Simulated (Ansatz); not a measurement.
# Lu3NbF: the cost of one run

Program: Ansatz 0.2.0. Level of theory: DFT PBE, scalar-relativistic, plane waves, PAW. These are calculated values, not measurements.

1 further run of the same task is left out (set aside as unsound or not needed).

## (1) The starting structure

The structure is cubic, space group Pm-3m (No. 221). The conventional cell has a = 4.561 Å, b = 4.561 Å, c = 4.561 Å, α = 90.00°, β = 90.00°, γ = 90.00°. Lu (site symmetry 4/mmm) has 2 F at 2.28 Å in its first shell of neighbours. Nb (site symmetry m-3m) has 12 Lu at 3.23 Å in its first shell of neighbours. Around F (site symmetry m-3m) lie 6 Lu at 2.28 Å.

Structure file:

```cif
data_structure
_symmetry_space_group_name_H-M 'Pm-3m'
_symmetry_Int_Tables_number 221
_cell_length_a 4.5613
_cell_length_b 4.5613
_cell_length_c 4.5613
_cell_angle_alpha 90.000
_cell_angle_beta 90.000
_cell_angle_gamma 90.000
_cell_volume 94.90
loop_
_atom_site_label
_atom_site_type_symbol
_atom_site_symmetry_multiplicity
_atom_site_Wyckoff_symbol
_atom_site_fract_x
_atom_site_fract_y
_atom_site_fract_z
_atom_site_occupancy
Lu1 Lu 3 d 0.50000 0.00000 0.00000 1
Nb1 Nb 1 b 0.50000 0.50000 0.50000 1
F1 F 1 a 0.00000 0.00000 0.00000 1
```

A structure generator made this guess: species swapped into a database cell of Ce3AlO (Pm-3m, No. 221), with Lu on the Ce sites, Nb on the Al sites and F on the O sites. Its size is a rough estimate.

## (2) Probe: one point on a coarse mesh

Input file input.yaml:

```yaml
crystal:
  lattice:
    - [4.56127457, 0.0, 0.0]
    - [0.0, 4.56127457, 0.0]
    - [0.0, 0.0, 4.56127457]
  atoms:
    - { symbol: Lu, position: [0.5, 0.0, 0.0] }
    - { symbol: Lu, position: [0.0, 0.5, 0.0] }
    - { symbol: Lu, position: [0.0, 0.0, 0.5] }
    - { symbol: Nb, position: [0.5, 0.5, 0.5] }
    - { symbol: F, position: [0.0, 0.0, 0.0] }
basis:
  ecutwfc: 420
kpoints:
  mp_grid: { grid: [4, 4, 4] }
hamiltonian:
  xc: pbe
scf:
  occupations: { method: gaussian, width: 0.1 }
  lower_state_search: "off"
output:
  forces: true
  stress: true
  eigenvalues: true
```

Run with:

```
$ ansatz run input.yaml --threads 1 --pin off --max-ram 2560MiB --backend cpu --events-out ev --progress --plain --runs-dir out
```

What time and memory should one allow on 1 thread of Intel Xeon at 2.50GHz (Skylake/Cascade Lake), shared host?

About 10 s, with a peak of 0.41 GiB.
